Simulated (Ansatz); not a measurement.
# C5H18N4Zr: one species, many methods

One table from this session's results is given with a row withheld; the runs are named, their logs left out.

Program: Ansatz 0.2.0, Gaussian basis. Level of theory: functionals in def2-TZVPP, the program's frozen cores in correlated methods. These are calculated values, not measurements.

The runs, in order: LDA (SPW92), PBE-D4, revPBE-D4, BLYP-D4, r2SCAN-D4, B97M-V, PBE0-D4, B3LYP-D4, r2SCANh-D4, r2SCAN0-D4, HSE06-D4, BHLYP-D4, CAM-B3LYP-D4, LC-ωPBE, ωB97X-V, ωB97M-V, B2PLYP, PBE-QIDH; CCSD(T)/def2-SVP; CCSD(T)/def2-TZVPP; MP2/def2-QZVPP; extrapolation to the limit; RPA on PBE.

### Structure used throughout

The geometry comes from an earlier relaxation with PBE0-D4 in a triple-zeta def2 set; it is a stationary point, not always the lowest conformer. Zr takes the def2 core potential; no spin-orbit term is included.

SMILES `C[NH][Zr]([NH]C)([NH]C)[N](C)C`, 28 atoms, charge 0, spin multiplicity 1.

Atoms are counted from 1 here; the program's logs count them from 0.

Bond lengths: C1–N2 1.446 Å, C1–H11 1.098 Å, C1–H12 1.098 Å, C1–H13 1.097 Å, N2–Zr3 2.056 Å, N2–H14 1.011 Å, Zr3–N4 2.051 Å, Zr3–N6 2.057 Å, Zr3–N8 2.039 Å, N4–C5 1.447 Å, N4–H15 1.012 Å, C5–H16 1.098 Å, C5–H17 1.098 Å, C5–H18 1.094 Å, N6–C7 1.447 Å, N6–H19 1.014 Å, C7–H20 1.098 Å, C7–H21 1.099 Å and more. Angles: N2–C1–H11 113.1°, N2–C1–H12 112.7°, N2–C1–H13 110.1°, H11–C1–H12 107.7°, H11–C1–H13 106.6°, H12–C1–H13 106.2°, C1–N2–Zr3 123.9°, C1–N2–H14 111.4°, Zr3–N2–H14 124.7°, N2–Zr3–N4 106.9°, N2–Zr3–N6 113.0°, N2–Zr3–N8 109.4°, N4–Zr3–N6 107.8°, N4–Zr3–N8 109.7°, N6–Zr3–N8 109.9°, Zr3–N4–C5 128.6°, Zr3–N4–H15 120.1°, C5–N4–H15 111.0° and more.

Set-up of the first run:

in.yaml reads:

```yaml
crystal:
  periodic: [false, false, false]
  atoms:
    - {symbol: C, position_ang: [-1.062140, 1.249491, -2.853938]}
    - {symbol: N, position_ang: [-0.290716, 0.277799, -2.110259]}
    - {symbol: Zr, position_ang: [-0.172559, 0.235904, -0.058343]}
    - {symbol: N, position_ang: [-2.057331, -0.168898, 0.640702]}
    - {symbol: C, position_ang: [-3.090042, -0.980465, 0.033551]}
    - {symbol: N, position_ang: [0.425318, 2.031515, 0.748878]}
    - {symbol: C, position_ang: [1.432216, 2.311275, 1.749967]}
    - {symbol: N, position_ang: [1.105627, -1.244402, 0.517682]}
    - {symbol: C, position_ang: [0.953322, -2.468685, 1.253349]}
    - {symbol: C, position_ang: [2.466038, -0.994172, 0.108048]}
    - {symbol: H, position_ang: [-0.440801, 1.913740, -3.469810]}
    - {symbol: H, position_ang: [-1.807948, 0.785069, -3.512532]}
    - {symbol: H, position_ang: [-1.621571, 1.894065, -2.164876]}
    - {symbol: H, position_ang: [0.196735, -0.356534, -2.728609]}
    - {symbol: H, position_ang: [-2.402882, 0.298618, 1.469481]}
    - {symbol: H, position_ang: [-3.410258, -1.808152, 0.680595]}
    - {symbol: H, position_ang: [-3.986381, -0.402531, -0.228735]}
    - {symbol: H, position_ang: [-2.716397, -1.425159, -0.893361]}
    - {symbol: H, position_ang: [0.049351, 2.895471, 0.374718]}
    - {symbol: H, position_ang: [1.028215, 2.857154, 2.612891]}
    - {symbol: H, position_ang: [2.275039, 2.895919, 1.356540]}
    - {symbol: H, position_ang: [1.845576, 1.374160, 2.134629]}
    - {symbol: H, position_ang: [1.263210, -3.343166, 0.660648]}
    - {symbol: H, position_ang: [-0.090080, -2.609759, 1.541752]}
    - {symbol: H, position_ang: [1.560837, -2.471793, 2.171676]}
    - {symbol: H, position_ang: [3.151763, -0.917118, 0.965770]}
    - {symbol: H, position_ang: [2.542811, -0.046588, -0.445512]}
    - {symbol: H, position_ang: [2.853047, -1.782780, -0.554891]}
basis:
  gaussian: {orbitals: def2-TZVPP}
hamiltonian: {xc: lda}
output: {orbitals: {seedname: orbitals}}
```

On the command line:

```
$ ansatz run in.yaml --threads 4 --pin off --events-out ev --progress --plain --max-ram 66560MiB --backend cuda --devices 0, --max-vram 37GiB
```

Steps of the session up to this table: LDA; PBE-D4 (GGA); revPBE-D4 (GGA); BLYP-D4 (GGA); r2SCAN-D4 (meta-GGA); B97M-V (meta-GGA); B3LYP-D4 (hybrid); r2SCANh-D4 (hybrid); r2SCAN0-D4 (hybrid); HSE06-D4 (hybrid); BHLYP-D4 (hybrid); CAM-B3LYP-D4 (range-separated); LC-ωPBE (range-separated); ωB97X-V (range-separated); ωB97M-V (range-separated); B2PLYP (double hybrid); PBE-QIDH (double hybrid).

One of the session's tables, all rows but one given; the rest of the session is left out.

It belongs to the step «Orbital energies across the functionals». 

```
  functional  HOMO (eV)  gap (eV)
 LDA (SPW92)      -4.82      3.91
      PBE-D4      -4.69      3.99
   revPBE-D4      -4.63      4.02
     BLYP-D4      -4.58      3.97
   r2SCAN-D4      -4.92      4.52
      B97M-V      -5.07      4.44
     PBE0-D4      -5.95      6.02
    B3LYP-D4          ?         ?
  r2SCANh-D4      -5.40      5.29
  r2SCAN0-D4      -6.12      6.43
    HSE06-D4      -5.55      5.27
    BHLYP-D4      -7.16      7.83
CAM-B3LYP-D4      -7.32      8.12
     LC-ωPBE      -8.64     10.50
     ωB97X-V      -8.32     10.00
     ωB97M-V      -8.25      9.42
```

**Question.** Estimate the row for B3LYP-D4.

Worked estimate for «HOMO (eV)». Against the share of exact exchange, BLYP-D4 (0, -4.58), BHLYP-D4 (0.5, -7.16) give a slope of -5.16 per unit share; at 0.2 the line stands at -5.61.

**Answer.** HOMO (eV): -5.75; gap (eV): 5.58. In «HOMO (eV)» the line misses by +0.14.
